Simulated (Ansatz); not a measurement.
# AlN: a single-point run

The task is a single-point run on AlN. The structure is shown as the input types it.

Computed with Ansatz 0.2.0 (density functional or hybrid calculation with the settings of its input, plane waves (as first typed), unless a step's input says otherwise).

2 further runs of the same task are left out: 2 that didn't finish.

## 1. The system as given

It takes space group F-43m (No. 216, cubic). Conventional cell: a = 4.370 Å, b = 4.370 Å, c = 4.370 Å, α = 90.00°, β = 90.00°, γ = 90.00°. Al (site symmetry -43m) has 4 N at 1.89 Å as nearest neighbours. Around N (site symmetry -43m) lie 4 Al at 1.89 Å.

Structure file:

```
CELL_PARAMETERS angstrom
0.00000 2.18488 2.18488
2.18488 0.00000 2.18488
2.18488 2.18488 0.00000
ATOMIC_POSITIONS crystal
Al 0.00000 0.00000 0.00000
N 0.25000 0.25000 0.25000
```

## 2. Input and run

input.yaml

```yaml
crystal:
  lattice:
    - [0.0, 2.1848764127, 2.1848764127]
    - [2.1848764127, 0.0, 2.1848764127]
    - [2.1848764127, 2.1848764127, 0.0]
  atoms:
    - { symbol: Al, position: [0.0, 0.0, 0.0] }
    - { symbol: "N", position: [0.25, 0.25, 0.25] }
kpoints:
  mp_grid: { grid: [8, 8, 8] }
hamiltonian:
  xc: r2scan
scf:
  occupations: { method: fixed }
  n_extra_bands: 4
  max_iter: 83
output:
  forces: true
  stress: true
  eigenvalues: true
basis:
  ecutwfc: 80
```

Command:

```console
> ansatz run input.yaml --threads 4 --pin off --max-ram 3686MiB --backend cpu --events-out ev --progress --plain --runs-dir out
```

**Question.** How will this run end, and is anything wrong with its input?

This run ends as converged, with warnings (cutoff below recommended, metallic iterate). It gives a pressure of 61 GPa, which is large; a structure far from rest gives such values too, whatever the setting.

In the input, basis.ecutwfc is 80. The cutoff lies far under what these potentials need. The potentials' recommended cutoff is 500 eV.

The test: delete basis.ecutwfc (the default then holds).
